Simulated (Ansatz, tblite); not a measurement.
# The cluster H5Au4−: rung by rung

The task here is to estimate one member of a computed series from the others.

The runs use Ansatz 0.2.0, Gaussian basis; as each input shows.

Plan: GFN1-xTB, GFN2-xTB, PBE-D4/def2-TZVPD, r2SCAN-D4/def2-TZVPD, B3LYP-D4/def2-TZVPD, HSE06-D4/def2-TZVPD, revPBE-D4/def2-TZVPD, BHLYP-D4/def2-TZVPD, ωB97M-V/def2-TZVPD, CAM-B3LYP-D4/def2-TZVPD, LDA/def2-TZVPD, PBE-D4/def2-SVPD, PBE0-D4/def2-SVPD, MP2/def2-TZVPD, RPA/def2-TZVPD.

1 further run of the same task is left out (set aside as unsound or not needed).

## The relaxed structure

The geometry is that of the singlet, from an earlier relaxation (r2SCAN-D4/def2-SVPD). At that level it is the lowest of the isomers that a small search found.

9 atoms, charge -1, spin multiplicity 1.

Bond lengths: Au1–Au2 2.747 Å, Au1–Au4 2.778 Å, Au1–H5 1.730 Å, Au1–H6 1.694 Å, Au2–Au3 2.778 Å, Au2–H5 1.731 Å, Au2–H8 1.694 Å, Au3–H8 1.790 Å, Au3–H9 1.604 Å, Au4–H6 1.790 Å, Au4–H7 1.604 Å. Angles: Au2–Au1–Au4 169.2°, Au2–Au1–H5 37.5°, Au2–Au1–H6 145.5°, Au4–Au1–H5 139.9°, Au4–Au1–H6 38.3°, H5–Au1–H6 175.1°, Au1–Au2–Au3 176.4°, Au1–Au2–H5 37.5°, Au1–Au2–H8 145.0°, Au3–Au2–H5 139.2°, Au3–Au2–H8 38.3°, H5–Au2–H8 177.5°, Au2–Au3–H8 36.0°, Au2–Au3–H9 156.5°, H8–Au3–H9 167.5°, Au1–Au4–H6 35.9°, Au1–Au4–H7 156.6°, H6–Au4–H7 167.4° and more.

Coordinates:

```
atom    x (Å)    y (Å)    z (Å)
 Au1   0.2169  -0.4137  -1.3169
 Au2   0.0706   0.5900   1.2361
 Au3  -0.0235   1.4505   3.8757
 Au4  -0.1576  -1.4558  -3.8650
  H5   0.0882  -0.8917   0.3412
  H6   0.4506  -0.0411  -2.9532
  H7  -0.6012  -2.5381  -4.9626
  H8   0.0382   2.0010   2.1735
  H9  -0.0822   1.2988   5.4713
```

Au takes a core potential in the def2 sets. No spin-orbit coupling is included. The ion is computed in the gas phase, without counter-ions or solvent.

PBE0-D4/def2-TZVPD was run before; its log isn't repeated, and its numbers join the tables.

Set-up of the first run:

Tight binding, by tblite at 300 K electronic temperature and without a spin-polarisation term:

```python
tblite.interface.Calculator('GFN1-xTB', numbers, positions, charge=-1, uhf=0).singlepoint()
```

Tight binding, by tblite at 300 K electronic temperature and without a spin-polarisation term:

```python
tblite.interface.Calculator('GFN2-xTB', numbers, positions, charge=-1, uhf=0).singlepoint()
```

start.molden holds the orbitals of an earlier run on this state, given as this run's starting guess.

File in.yaml:

```yaml
crystal:
  periodic: [false, false, false]
  atoms:
    - {symbol: Au, position_ang: [0.216940, -0.413688, -1.316900]}
    - {symbol: Au, position_ang: [0.070580, 0.590029, 1.236051]}
    - {symbol: Au, position_ang: [-0.023479, 1.450514, 3.875657]}
    - {symbol: Au, position_ang: [-0.157609, -1.455756, -3.865045]}
    - {symbol: H, position_ang: [0.088245, -0.891696, 0.341165]}
    - {symbol: H, position_ang: [0.450586, -0.041095, -2.953194]}
    - {symbol: H, position_ang: [-0.601185, -2.538075, -4.962612]}
    - {symbol: H, position_ang: [0.038155, 2.000964, 2.173535]}
    - {symbol: H, position_ang: [-0.082211, 1.298813, 5.471333]}
basis:
  gaussian: {orbitals: def2-TZVPD, initial_orbitals: start.molden}
total_charge: -1
hamiltonian: {xc: pbe, dispersion: d4}
scf: {omitted_lower_state_checks: [starts]}
output: {orbitals: {seedname: orbitals}}
```

The run is started by

```console
$ ansatz run in.yaml --threads 4 --pin off --events-out ev --progress --plain --max-ram 3916MiB
```

Steps of the session up to this table: PBE-D4/def2-TZVPD; r2SCAN-D4/def2-TZVPD; B3LYP-D4/def2-TZVPD; HSE06-D4/def2-TZVPD; revPBE-D4/def2-TZVPD; BHLYP-D4/def2-TZVPD; ωB97M-V/def2-TZVPD; CAM-B3LYP-D4/def2-TZVPD; LDA/def2-TZVPD; PBE-D4/def2-SVPD; PBE0-D4/def2-SVPD; MP2/def2-TZVPD; RPA/def2-TZVPD.

One table of the session follows, with a row left open; its other results are not shown here.

```
                  level  HOMO (eV)  LUMO (eV)  gap (eV)
         LDA/def2-TZVPD      -2.77       0.81      3.58
       PBE-D4/def2-SVPD      -2.48       1.24      3.72
      PBE-D4/def2-TZVPD      -2.52       1.08      3.60
   revPBE-D4/def2-TZVPD      -2.44       1.19      3.63
   r2SCAN-D4/def2-TZVPD      -2.73       1.27      4.00
    B3LYP-D4/def2-TZVPD      -3.36       1.52      4.88
      PBE0-D4/def2-SVPD      -3.48       1.87      5.35
     PBE0-D4/def2-TZVPD      -3.52       1.71      5.23
    HSE06-D4/def2-TZVPD      -3.13       1.37      4.50
    BHLYP-D4/def2-TZVPD      -4.43       2.36      6.79
CAM-B3LYP-D4/def2-TZVPD      -4.78       2.45      7.23
     ωB97M-V/def2-TZVPD          ?          ?         ?
```

**Question.** Estimate the row for ωB97M-V/def2-TZVPD.

The run gave: HOMO (eV): -5.64; LUMO (eV): 3.08; gap (eV): 8.72. In the column «HOMO (eV)» it is the lowest.
